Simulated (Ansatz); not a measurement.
# Al: a trigonal deformation path

An exercise on one series of results from a longer session: the logs are not shown, and one member is left open.

Program: Ansatz 0.2.0. Level of theory: DFT r2SCAN, scalar-relativistic, plane waves, PAW. These are calculated values, not measurements.

## The starting structure

Symmetry: Im-3m, No. 229, cubic system. The conventional cell has a = 3.182 Å, b = 3.182 Å, c = 3.182 Å, α = 90.00°, β = 90.00°, γ = 90.00°. Al (site symmetry m-3m) has 8 Al at 2.76 Å as nearest neighbours.

Structure file:

```
CELL_PARAMETERS angstrom
-1.59122 1.59122 1.59122
1.59122 -1.59122 1.59122
1.59122 1.59122 -1.59122
ATOMIC_POSITIONS crystal
Al 0.00000 0.00000 0.00000
```

The structure comes from the Materials Project (structure only).

Set-up of the first run:

The input, input.yaml:

```yaml
crystal:
  lattice:
    - [-1.59121869, 1.59121869, 1.59121869]
    - [1.59121869, -1.59121869, 1.59121869]
    - [1.59121869, 1.59121869, -1.59121869]
  atoms:
    - { symbol: Al, position: [0.0, 0.0, 0.0] }
basis:
  ecutwfc: 500
kpoints:
  mp_grid: { grid: [8, 8, 8] }
hamiltonian:
  xc: r2scan
scf:
  occupations: { method: gaussian, width: 0.1 }
output:
  forces: true
  stress: true
  eigenvalues: true
```

Steps of the session up to this table: Probe: one point at the start; The reference: the undisturbed cell on the scan's mesh; At ρ = 0.500; ρ = 2.000; ρ = 0.710; At ρ = 1.410; ρ = 0.600; Point ρ = 0.850.

One of the session's tables, all rows but one given; the rest of the session is left out.

It belongs to the step «The scan collected». The scan, with free energies counted from the undisturbed cell:

```
    ρ  ΔE (meV/atom)  pressure (GPa)
0.500         5735.1           107.1
0.600         2300.5            57.0
0.710          789.2            23.4
0.850              ?               ?
1.000            0.0             0.5
1.410          286.1            10.8
2.000          531.6            19.5
```

**Question.** Estimate the row for ρ = 0.850.

Worked estimate for «ΔE (meV/atom)». A straight line through the neighbours (0.710, 789.2) and (1.000, 0.0) gives 789.2 + (0.0 − 789.2) × (0.850 − 0.710) / (1.000 − 0.710) = 408.2; a parabola fitted to 4 rows on both sides gives 343.1.

The run gave: ΔE (meV/atom): 130.1; pressure (GPa): 4.7. In «ΔE (meV/atom)» the line misses by +278.1 and the parabola by +213.0.
